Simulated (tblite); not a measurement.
# C4H12BF3N2: the cost of one run

Programs: tblite 0.8.0 and PySCF 2.14.0, with density-fitted response routines of our own. Each step states its level of theory. These are calculated values for one molecule in the gas phase, unless marked as measured. Atoms count from 0, in the outputs and in this text.

## Step 1: The molecule as given

22 atoms, charge 0, multiplicity 1; geometry from: force field or distance geometry start.

Bonds of the start (Å): C0–C1 1.50, C1–B2 1.63, B2–N3 1.55, B2–N4 1.51, N4–C5 1.42, C5–C6 1.52, C6–F7 1.37, C6–F8 1.40, C6–F9 1.39, C0–H10 1.12, C0–H11 1.12, C0–H12 1.12, C1–H13 1.09, C1–H14 1.12, B2–H15 1.19, N3–H16 1.05, N3–H17 1.04, N3–H18 1.06, N4–H19 1.07, C5–H20 1.12, C5–H21 1.09.

## Step 2: Optimising the geometry with GFN2-xTB

The job: settings as JSON, then the geometry in Å.

```
{"job": {"kind": "relax", "xc": "GFN2-xTB", "basis": "xTB"}, "charge": 0, "multiplicity": 1}
C     -2.303100    -1.253300    -0.028000
C     -1.722600    -0.046400    -0.708200
B     -0.576000     0.676300     0.196400
N     -0.584600     2.143100    -0.291600
N      0.724500     0.052000    -0.243600
C      1.550500    -0.449500     0.800100
C      2.821000    -1.036400     0.201700
F      3.559300    -0.118800    -0.502200
F      3.625600    -1.585000     1.202500
F      2.505000    -2.092500    -0.648100
H     -2.602800    -1.967700    -0.830200
H     -1.564300    -1.711700     0.675100
H     -3.218100    -0.939700     0.544800
H     -2.528600     0.641300    -0.972500
H     -1.221400    -0.410800    -1.636200
H     -0.827000     0.569600     1.359400
H     -0.238400     2.222500    -1.282500
H     -0.078100     2.777200     0.353800
H     -1.589800     2.483500    -0.297200
H      1.263300     0.796800    -0.786600
H      1.898200     0.430100     1.407900
H      1.096900    -1.161400     1.484300
```

Run with:

```
OMP_NUM_THREADS=1 python probes_run.py task.json out
```

The driver reads the jobs from task.json and runs them one after another.

**Question.** How long does this first job take on 1 thread of Arm Neoverse N1, shared host?

About 2.7 s.
